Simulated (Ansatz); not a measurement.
The same calculation of CaBi3, space group Pm-3m as a Python script and as an input file (the Ansatz DFT code, driven from Python).

The script, `cabi3_restart.py`:
```python
'''A run of CaBi3 that can be started again.'''

import logging
import sys

import ansatz as az

logging.basicConfig(stream=sys.stdout, format='%(levelname)s:%(name)s:%(message)s')
logger = logging.getLogger('run')
logger.setLevel(logging.INFO)


def main() -> None:
    lattice = az.Lattice.of(
        (4.97206, 0.0, 0.0),
        (0.0, 4.97206, 0.0),
        (0.0, 0.0, 4.97206),
    )
    sites = [
        ('Ca', (0.5, 0.5, 0.5)),
        ('Bi', (0.5, 0.0, 0.0)),
        ('Bi', (0.0, 0.5, 0.0)),
        ('Bi', (0.0, 0.0, 0.5)),
    ]
    cell = az.Crystal(lattice=lattice)
    for symbol, position in sites:
        cell = cell.atom(symbol, position)

    base = (
        cell.calculation()
        .functional('pbesol')
        .kpoints(spacing=0.32)
        .occupations('fermi_dirac')
        .forces()
        .checkpoint(write='cabi3.run')
    )
    with az.exiting_at_sigterm():
        outcome = base.run(resume=True)
    print('returned:', type(outcome).__name__)
    logger.info(f'F = {outcome.report["free_energy_ev"]:.5f} eV, {outcome.report["n_iterations"]} iterations')


if __name__ == '__main__':
    main()
```

```console
$ python cabi3_restart.py
DeckWarning: basis.ecutwfc = 420 eV, auto-derived from the records' recommended cutoffs: set by Ca (normal level)
returned: RunOutcome
INFO:run:F = -38521.60166 eV, 6 iterations
```
(Warnings from the package without file and line.)

```console
$ python cabi3_restart.py
DeckWarning: basis.ecutwfc = 420 eV, auto-derived from the records' recommended cutoffs: set by Ca (normal level)
returned: CompletedStep
INFO:run:F = -38521.60166 eV, 6 iterations
```
(Warnings from the package without file and line.)

`input.yaml`:
```yaml
crystal:
  lattice:
    - [4.97206, 0.0, 0.0]
    - [0.0, 4.97206, 0.0]
    - [0.0, 0.0, 4.97206]
  atoms:
    - { symbol: Ca, position: [0.5, 0.5, 0.5] }
    - { symbol: Bi, position: [0.5, 0.0, 0.0] }
    - { symbol: Bi, position: [0.0, 0.5, 0.0] }
    - { symbol: Bi, position: [0.0, 0.0, 0.5] }
kpoints:
  mp_grid:
    kspacing: 0.32
hamiltonian:
  xc: pbesol
scf:
  occupations:
    method: fermi_dirac
output:
  forces: true
checkpoint:
  write: cabi3.run
```

Absolute energies stand on the zero of these potentials, so only differences at equal settings mean something. A total without «per atom» is that of the cell as typed. For a metal this k-point mesh is coarse: on a finer one energies can move by several to tens of meV an atom and pressures by half a GPa or more, differences at one mesh by less. Spin-orbit coupling, which matters for elements this heavy, is left out. The structure comes from a database of computed cells and needn't be a stable or known phase. Finished in 2.9 s on 1 thread of Arm Neoverse V2 (shared host), peak memory 0.42 GiB.

(Lines on the test bed's own set-up are left out of the output.)
